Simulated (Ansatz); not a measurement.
## CH₇AsSi, SMILES C[SiH2][AsH2]: a polarisability from point charges

Computed with Ansatz 0.2.0, Python API.

`ch7assi_field.py`:
```python
'''Response of CH7AsSi to a pair of distant point charges.'''

import ansatz
import numpy as np

GEOMETRY = '''
C    -0.94860    0.62370   -0.94950
Si   -0.22260   -0.64340    0.11630
As    1.15690    0.37250    1.64460
H    -1.59520    0.19750   -1.70410
H    -0.19920    1.22140   -1.51170
H    -1.58200    1.38380   -0.33060
H     0.58400   -1.56420   -0.71680
H    -1.23330   -1.36520    0.81970
H     1.87190   -0.97530    2.05630
H     2.25110    0.69800    0.57880
'''

mol = ansatz.Crystal.molecule()
for line in GEOMETRY.strip().splitlines():
    symbol, *xyz = line.split()
    mol = mol.atom(symbol, [float(v) for v in xyz])

job = (
    mol.calculation()
    .basis(gaussian='def2-SVPD')
    .functional('pbe0')
    .accuracy('medium')
    .forces()
)
# charges +q and -q at -R and +R make a nearly even field 2 k q / R^2 at the centre
centre = np.mean([site.position_ang for site in mol.cartesian_sites], axis=0)
field = 2 * 14.399645 * 2.0 / 30.0 ** 2


def dipole(axis, sign):
    arm = 30.0 * np.eye(3)[axis]
    pair = [{'charge': sign * 2.0, 'position_ang': (centre - arm).tolist()}, {'charge': -sign * 2.0, 'position_ang': (centre + arm).tolist()}]
    deck = job.input().set(ansatz.key.basis.gaussian.point_charges, pair)
    return np.array(ansatz.Session.from_dict(deck).plan().execute().report['charge_distribution']['dipole_moment_e_ang'])


print(f'field {field:.4f} V/A')
alpha = np.array([(dipole(axis, 1) - dipole(axis, -1)) / (2 * field) * 14.399645 for axis in range(3)])
print('polarisability tensor (A^3)')
print(np.array2string(alpha, precision=3, suppress_small=True))
print(f'mean {np.trace(alpha) / 3:.3f} A^3 = {np.trace(alpha) / 3 / 0.14818471:.2f} bohr^3')
```

```console
$ python ch7assi_field.py
field 0.0640 V/A
polarisability tensor (A^3)
[[11.258  0.227  1.589]
 [ 0.222 10.527  0.297]
 [ 1.6    0.299 11.458]]
mean 11.081 A^3 = 74.78 bohr^3
```

What to keep in mind:
- The settings weren't tested for convergence.
- The geometry is a force-field or estimated start, not a minimum of this method, and the basis set is short of its limit. The field of two point charges is only nearly even.
- Timing: 47 s on 1 thread of Arm Neoverse V1, with other jobs on the host, peak memory 0.39 GiB.

(Lines on the test bed's own set-up are left out of the output.)
